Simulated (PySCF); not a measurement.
**MoO3: singlet, from a trigonal planar start**

The task is one start of a wider search on MoO3: the singlet, from a trigonal planar start. It is relaxed, tested by its Hessian and followed downhill if it is a saddle.

Program: PySCF 2.14.0. Level of theory: PBE0, basis Mo def2-TZVP with ECP28, O def2-TZVP, scalar-relativistic core potentials, no spin–orbit coupling, density fitting. These are calculated values, not measurements.

### 1 The starting structure

4 atoms, charge 0, spin multiplicity 1.

Bond lengths: Mo1–O2 1.780 Å, Mo1–O3 1.780 Å, Mo1–O4 1.780 Å. Angles: O2–Mo1–O3 120.0°, O2–Mo1–O4 120.0°, O3–Mo1–O4 120.0°.

Coordinates in bohr (charge 0 multiplicity 1):
```
Mo    0.0000    0.0000    0.0000
O     3.3637    0.0000    0.0000
O    -1.6819    2.9130    0.0000
O    -1.6819   -2.9130    0.0000
```

### 2 Finding the electronic state

The steps below are one call of a driver around PySCF. For each, scf.py gives the equivalent set-up of the SCF; relaxations use the driver's own optimiser. After this first run the driver tries any further starts and a stability analysis.

The input, scf.py:

```python
from pyscf import gto, scf, dft
mol = gto.M(atom='''
Mo     0.000000     0.000000     0.000000
O      1.780000     0.000000     0.000000
O     -0.890000     1.541500     0.000000
O     -0.890000    -1.541500     0.000000''',
    basis={'Mo': 'def2-TZVP', 'O': 'def2-TZVP'},
    ecp={'Mo': 'def2-TZVP'},
    charge=0, spin=0)
mf = dft.RKS(mol, xc='PBE0')
mf.grids.atom_grid = (50, 194)
aux = {'Mo': 'def2-universal-JKFIT', 'O': 'def2-universal-JKFIT'}
mf = mf.density_fit(auxbasis=aux)
mf.conv_tol = 1e-08
mf.diis_space = 10
mf.max_cycle = 60
mf.init_guess = 'minao'
mf.verbose = 4
mf.kernel()
```

The run is started by

```sh
$ OMP_NUM_THREADS=4 python axn.py task.json out
```

The runs that follow: Relaxing the singlet from the trigonal planar start; Hessian and properties; Following the imaginary mode; Frequencies.

Before running it: what results should come out? Wanted: minimum; geometry; wavenumbers; dipole moment; highest occupied, lowest empty level; polar-tensor charge of Mo1; zero-point energy; atomisation energy.

The runs gave:

```
                                 quantity                                   value
                                  minimum                            singlet, C3v
                                 geometry   Mo–O 1.692 Å (×3); O–Mo–O 110.3° (×3)
                       wavenumbers (cm⁻¹)  258 (a1), 346 (e), 1000 (e), 1046 (a1)
                            dipole moment                                  5.02 D
     highest occupied, lowest empty level                         -9.07, -4.73 eV
               polar-tensor charge of Mo1                                 +2.19 e
                        zero-point energy                             23.9 kJ/mol
                      entropy at 298.15 K                         283.9 J/(mol K)
atomisation energy (no zero-point energy)                             1647 kJ/mol
```

**Reading.** The trigonal planar start (D3h) ends in a minimum of C3v symmetry, after a stop at a saddle point 34.9 kJ/mol higher, from which it was pushed off along an imaginary mode. In the infrared the band at 1000 cm⁻¹ (e, stretch) leads. With 5.0 D the molecule is strongly polar. Only this shape and spin were tried, so other structures or states may lie lower.
